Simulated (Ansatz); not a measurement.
# PtF2: the cost of one run

Computed with Ansatz 0.2.0 (DFT PBE, scalar-relativistic, plane waves, PAW, unless a step's input says otherwise).

1 further run of the same task is left out (it didn't finish).

### Step 1. The starting structure

The structure is cubic, space group Fd-3m (No. 227). The conventional cell has a = 6.747 Å, b = 6.747 Å, c = 6.747 Å, α = 90.00°, β = 90.00°, γ = 90.00°. Around Pt (site symmetry -43m) lie 12 F at 2.80 Å and 4 Pt at 2.92 Å. F (site symmetry -3m) is surrounded by 6 F at 2.39 Å and 6 Pt at 2.80 Å.

Coordinates:

```
Pt F
1.0
     0.00000    3.37330    3.37330
     3.37330    0.00000    3.37330
     3.37330    3.37330    0.00000
Pt F
2 4
Direct
  0.00000 0.00000 0.00000
  0.25000 0.25000 0.25000
  0.62500 0.62500 0.62500
  0.62500 0.62500 0.12500
  0.62500 0.12500 0.62500
  0.12500 0.62500 0.62500
```

The cell is invented: random cell by space group and Wyckoff sites (Fd-3m, No. 227). Its size is a rough estimate.

### Step 2. A first look at the guess

The input, input.yaml:

```yaml
crystal:
  lattice:
    - [0.0, 3.37330073, 3.37330073]
    - [3.37330073, 0.0, 3.37330073]
    - [3.37330073, 3.37330073, 0.0]
  atoms:
    - { symbol: Pt, position: [0.0, 0.0, 0.0] }
    - { symbol: Pt, position: [0.25, 0.25, 0.25] }
    - { symbol: F, position: [0.625, 0.625, 0.625] }
    - { symbol: F, position: [0.625, 0.625, 0.125] }
    - { symbol: F, position: [0.625, 0.125, 0.625] }
    - { symbol: F, position: [0.125, 0.625, 0.625] }
basis:
  ecutwfc: 420
kpoints:
  mp_grid: { grid: [4, 4, 4] }
hamiltonian:
  xc: pbe
scf:
  occupations: { method: gaussian, width: 0.1 }
  lower_state_search: "off"
output:
  forces: true
  stress: true
  eigenvalues: true
```

On the command line:

```
$ ansatz run input.yaml --threads 1 --pin off --max-ram 2560MiB --backend cpu --events-out ev --progress --plain --runs-dir out
```

What time and memory should one allow on 1 thread of Arm Neoverse V1, shared host?

About 1.5 s, with a peak of 0.3 GiB.
